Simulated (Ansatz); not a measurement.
Here is an Ansatz input file for BFH4SeSi, SMILES B[Se][SiH2]F. Write the same calculation for the Python package.

```yaml
crystal:
  periodic: [false, false, false]
  atoms:
    - { symbol: B, position_ang: [-0.8088, -0.0337, -1.5348] }
    - { symbol: Se, position_ang: [-1.1222, -1.1452, 0.0794] }
    - { symbol: Si, position_ang: [0.5501, -0.0595, 1.1329] }
    - { symbol: F, position_ang: [0.858, -0.7033, 2.6847] }
    - { symbol: H, position_ang: [-0.1015, -0.3302, -2.4098] }
    - { symbol: H, position_ang: [-1.437, 1.0516, -1.6441] }
    - { symbol: H, position_ang: [0.2883, 1.3718, 1.2631] }
    - { symbol: H, position_ang: [1.8652, -0.2084, 0.3728] }
basis:
  gaussian: { orbitals: def2-SVP }
hamiltonian:
  xc: r2scan
output:
  forces: true
```

The program run on that file:
```console
$ ansatz run input.yaml --threads 1 --pin off --max-ram 4096MiB --backend cpu --events-out ev --progress --plain --runs-dir out
Engine: ansatz 0.2.0, aarch64-unknown-linux-gnu
Functional definition: r2SCAN
  parameter k0 = 0.174
  parameter k1 = 0.065
  parameter a1 = 4.9479
  exchange = r2scan_x(k0 = k0, k1 = k1, a1 = a1)
  correlation = r2scan_c
1076 factors; their error is unknown
mean field evaluation 1: about -76669.1563 eV, gradient 3.2e1 eV
mean field evaluation 2: about -76665.1245 eV, gradient 5.9e1 eV
mean field evaluation 4: about -76671.1806 eV, gradient 3.6e0 eV
mean field evaluation 8: about -76671.2270 eV, gradient 3.4e-2 eV
mean field evaluation 16: about -76671.0872 eV, gradient 6.6e-5 eV
mean field -76671.08721783 eV, -2817.6104857259 hartree, gradient 6.6e-5 eV, S^2 0.000000; 0 other end points of the search recorded, 0 dependent functions left out
the calculation of the forces begins
reference -76671.08722723 eV, -2817.6104860713 hartree; 33, 33 occupied and 65, 65 virtual orbitals, 1076 factors
Total energy: -76671.08722723 eV, -2817.6104860713 hartree
Atom 0 at    -0.808800    -0.033700    -1.534800 Å, force    -1.355785     1.522194     0.543938 eV/Å
Atom 1 at    -1.122200    -1.145200     0.079400 Å, force    -0.032383    -0.192986     0.018402 eV/Å
Atom 2 at     0.550100    -0.059500     1.132900 Å, force     1.709563    -1.016024     1.568129 eV/Å
Atom 3 at     0.858000    -0.703300     2.684700 Å, force    -0.735952     0.777637    -2.143447 eV/Å
Atom 4 at    -0.101500    -0.330200    -2.409800 Å, force     0.724292    -0.558711    -0.663246 eV/Å
Atom 5 at    -1.437000     1.051600    -1.644100 Å, force     0.506914    -0.939865     0.191586 eV/Å
Atom 6 at     0.288300     1.371800     1.263100 Å, force    -0.258706     0.448736     0.211342 eV/Å
Atom 7 at     1.865200    -0.208400     0.372800 Å, force    -0.557942    -0.040981     0.273296 eV/Å
Dipole moment:    -0.027488     0.203657    -0.364796 e Å
```

The script, `energy_bfh4sesi.py`:
```python
'''Single point of BFH4SeSi.'''

import logging
import sys

import ansatz as az
import numpy as np
import pandas as pd

logging.basicConfig(stream=sys.stdout, format='%(levelname)s:%(name)s:%(message)s')
log = logging.getLogger('ansatz_job')
log.setLevel(logging.INFO)

SETTINGS = {
    'basis': 'def2-SVP',
    'functional': 'r2SCAN',
}

GEOMETRY = '''
B    -0.80880   -0.03370   -1.53480
Se   -1.12220   -1.14520    0.07940
Si    0.55010   -0.05950    1.13290
F     0.85800   -0.70330    2.68470
H    -0.10150   -0.33020   -2.40980
H    -1.43700    1.05160   -1.64410
H     0.28830    1.37180    1.26310
H     1.86520   -0.20840    0.37280
'''


def main() -> None:
    bfh4sesi = az.Crystal.molecule()
    for line in GEOMETRY.strip().splitlines():
        symbol, *xyz = line.split()
        bfh4sesi = bfh4sesi.atom(symbol, [float(v) for v in xyz])

    setup = (
        bfh4sesi.calculation()
        .basis(gaussian=SETTINGS['basis'])  # atom-centred Gaussian functions
        .functional(SETTINGS['functional'])
        .forces()
    )
    done = setup.run(threads=1, pin='off')
    data = done.report

    log.info(f'E = {data["free_energy_ev"]:.6f} eV = {data["free_energy_ev"] / 27.211386246:.7f} Ha')
    print('converged:', data['converged'], ' doubts:', data['published_state_doubts'] or 'none')

    symbols = [site.symbol for site in bfh4sesi.cartesian_sites]
    log.info('forces (eV/A)')
    for symbol, f in zip(symbols, data['forces_ev_ang']):
        log.info(f'  {symbol:2s} {f[0]:9.4f} {f[1]:9.4f} {f[2]:9.4f}')

    charges = data['charge_distribution']
    table = pd.DataFrame({'atom': symbols, 'mulliken': charges['mulliken_charges_e'], 'lowdin': charges['lowdin_charges_e']})
    print(table.round(3).to_string())
    print('dipole (e A):', np.round(charges['dipole_moment_e_ang'], 4) + 0.0)


if __name__ == '__main__':
    main()
```

```console
$ python energy_bfh4sesi.py
INFO:ansatz_job:E = -76671.087227 eV = -2817.6104861 Ha
converged: True  doubts: none
INFO:ansatz_job:forces (eV/A)
INFO:ansatz_job:  B    -1.3558    1.5222    0.5439
INFO:ansatz_job:  Se   -0.0324   -0.1930    0.0184
INFO:ansatz_job:  Si    1.7096   -1.0160    1.5681
INFO:ansatz_job:  F    -0.7360    0.7776   -2.1434
INFO:ansatz_job:  H     0.7243   -0.5587   -0.6632
INFO:ansatz_job:  H     0.5069   -0.9399    0.1916
INFO:ansatz_job:  H    -0.2587    0.4487    0.2113
INFO:ansatz_job:  H    -0.5579   -0.0410    0.2733
  atom  mulliken  lowdin
0    B     0.090  -0.124
1   Se    -0.283   0.158
2   Si     0.677   0.313
3    F    -0.370  -0.100
4    H     0.017  -0.040
5    H     0.009  -0.028
6    H    -0.067  -0.090
7    H    -0.072  -0.089
dipole (e A): [-0.0275  0.2037 -0.3648]
```

Notes:
- Total energies depend on the basis set; only differences at equal settings carry meaning.
- The geometry is a force-field or estimated start, not a minimum of this method, and the basis set is short of its limit.
- The Löwdin charges here are taken after orthogonalising the functions within each atom; they differ from plain Löwdin charges, and their signs can be unphysical.
- Wall time of the script: 7 s on 1 thread of Arm Neoverse V1 (shared host), peak memory 0.26 GiB.

(Lines on the test bed's own set-up are left out of the output.)
